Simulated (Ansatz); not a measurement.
# C₂H₅FSn: how energies converge with the basis set

An exercise on one series of results from a longer session: the logs are not shown, and one member is left open.

The runs use Ansatz 0.2.0, Gaussian basis; one geometry, several basis sets.

The runs, in order: PBE0-D4/def2-SVP; ωB97M-V/def2-SVP; PBE0-D4/def2-QZVPP; ωB97M-V/def2-QZVPP; the functionals' def2-TZVPP values are taken from earlier runs.

## Structure used throughout

The geometry comes from an earlier relaxation with PBE0-D4 in a triple-zeta def2 set; it is a stationary point, not always the lowest conformer. Sn takes the def2 core potential; no spin-orbit term is included.

SMILES `C[CH2][Sn][F]`, 9 atoms, charge 0, spin multiplicity 1.

Atoms are counted from 1 here; the program's logs count them from 0.

Bond lengths: C1–C2 1.523 Å, C1–H5 1.092 Å, C1–H6 1.095 Å, C1–H7 1.094 Å, C2–Sn3 2.189 Å, C2–H8 1.100 Å, C2–H9 1.096 Å, Sn3–F4 1.954 Å. Angles: C2–C1–H5 111.2°, C2–C1–H6 111.8°, C2–C1–H7 111.6°, H5–C1–H6 107.9°, H5–C1–H7 107.0°, H6–C1–H7 107.0°, C1–C2–Sn3 114.9°, C1–C2–H8 110.5°, C1–C2–H9 111.9°, Sn3–C2–H8 104.4°, Sn3–C2–H9 108.7°, H8–C2–H9 105.8°, C2–Sn3–F4 93.5°.

Coordinates:

```mol
C2H5FSn
  3D, bonds by distance, orders not assigned

  9  8  0  0  0  0  0  0  0  0999 V2000
   -0.3573    0.8581   -0.1690 C   0  0
    0.0441   -0.2933    0.7440 C   0  0
    1.4619   -1.7116   -0.1330 Sn  0  0
    0.7024   -1.5441   -1.9259 F   0  0
   -0.7056    0.4922   -1.1366 H   0  0
   -1.1554    1.4657    0.2690 H   0  0
    0.4839    1.5293   -0.3642 H   0  0
   -0.8330   -0.9055    1.0001 H   0  0
    0.4473    0.0630    1.6984 H   0  0
  1  2  8  0
  2  3  8  0
  3  4  8  0
  1  5  8  0
  1  6  8  0
  1  7  8  0
  2  8  8  0
  2  9  8  0
M  END
```

The first run:

in.yaml

```yaml
crystal:
  periodic: [false, false, false]
  atoms:
    - {symbol: C, position_ang: [-0.357277, 0.858126, -0.168997]}
    - {symbol: C, position_ang: [0.044110, -0.293321, 0.744017]}
    - {symbol: Sn, position_ang: [1.461852, -1.711638, -0.133032]}
    - {symbol: F, position_ang: [0.702442, -1.544114, -1.925870]}
    - {symbol: H, position_ang: [-0.705610, 0.492153, -1.136590]}
    - {symbol: H, position_ang: [-1.155358, 1.465741, 0.269030]}
    - {symbol: H, position_ang: [0.483929, 1.529320, -0.364229]}
    - {symbol: H, position_ang: [-0.832983, -0.905466, 1.000128]}
    - {symbol: H, position_ang: [0.447295, 0.063001, 1.698443]}
basis:
  gaussian: {orbitals: def2-SVP}
hamiltonian: {xc: pbe0, dispersion: d4}
output: {orbitals: {seedname: orbitals}}
```

Started as:

```
$ ansatz run in.yaml --threads 4 --pin off --events-out ev --progress --plain --max-ram 10444MiB
```

Steps of the session up to this table: PBE0-D4 in def2-SVP; ωB97M-V in def2-SVP; PBE0-D4 in def2-QZVPP; ωB97M-V in def2-QZVPP.

One of the session's tables, all rows but one given; the rest of the session is left out.

It belongs to the step «Density functionals: the series». 

| functional | basis | HOMO (eV) | LUMO (eV) |
| --- | --- | --- | --- |
| PBE0-D4 | def2-SVP | -6.31 | -2.41 |
| PBE0-D4 | def2-TZVPP | -6.39 | -2.51 |
| PBE0-D4 | def2-QZVPP | -6.41 | -2.54 |
| ωB97M-V | def2-SVP | -8.36 | -0.58 |
| ωB97M-V | def2-TZVPP | ? | ? |
| ωB97M-V | def2-QZVPP | -8.48 | -0.82 |

**Question.** Estimate the row for ωB97M-V, def2-TZVPP.

As computed: HOMO (eV): -8.46; LUMO (eV): -0.77. In the column «HOMO (eV)» it lies between ωB97M-V, def2-QZVPP (-8.48) and ωB97M-V, def2-SVP (-8.36).
